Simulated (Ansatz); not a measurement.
# ZrB2: the cost of one run

Computed with Ansatz 0.2.0 (DFT PBE, scalar-relativistic, plane waves, PAW, unless a step's input says otherwise).

1 further run of the same task is left out (set aside as unsound or not needed).

## Step 1: The starting structure

Symmetry: P6/mmm, No. 191, hexagonal system. The conventional cell has a = 3.175 Å, b = 3.175 Å, c = 3.539 Å, α = 90.00°, β = 90.00°, γ = 120.00°. Around Zr (site symmetry 6/mmm) lie 12 B at 2.55 Å. B (site symmetry -6m2) is surrounded by 3 B at 1.83 Å and 6 Zr at 2.55 Å.

As a file:

```
CELL_PARAMETERS angstrom
3.17455 0.00000 0.00000
-1.58727 2.74924 0.00000
0.00000 0.00000 3.53920
ATOMIC_POSITIONS crystal
Zr 0.00000 0.00000 0.00000
B 0.33333 0.66667 0.50000
B 0.66667 0.33333 0.50000
```

This cell was relaxed beforehand with the same method: volume 10.30 Å³/atom, gap on the mesh none (metal).

## Step 2: Elastic constants, atoms relaxed

Contents of input.yaml:

```yaml
crystal:
  lattice:
    - [3.1745497944, 0.0, 0.0]
    - [-1.5872748972, 2.7492407675, 0.0]
    - [0.0, 0.0, 3.5392004148]
  atoms:
    - { symbol: Zr, position: [0.0, 0.0, 0.0] }
    - { symbol: B, position: [0.3333333333, 0.6666666667, 0.5] }
    - { symbol: B, position: [0.6666666667, 0.3333333333, 0.5] }
basis:
  ecutwfc: 420
kpoints:
  mp_grid: { grid: [6, 6, 6] }
hamiltonian:
  xc: pbe
scf:
  occupations: { method: fermi_dirac, width: 0.15 }
output:
  forces: true
  stress: true
  eigenvalues: true
elastic:
  mode: relaxed_ion
  amplitude: 0.005
  stencil: two_point
```

The run is started by

```bash
$ ansatz run input.yaml --threads 1 --pin off --max-ram 2560MiB --backend cpu --events-out ev --progress --plain --runs-dir out
```

**Question.** How long does this run take on 1 thread of AMD EPYC 7R43 (Zen 3), shared host, and how much memory does it need?

About 22 s, with a peak of 0.41 GiB.
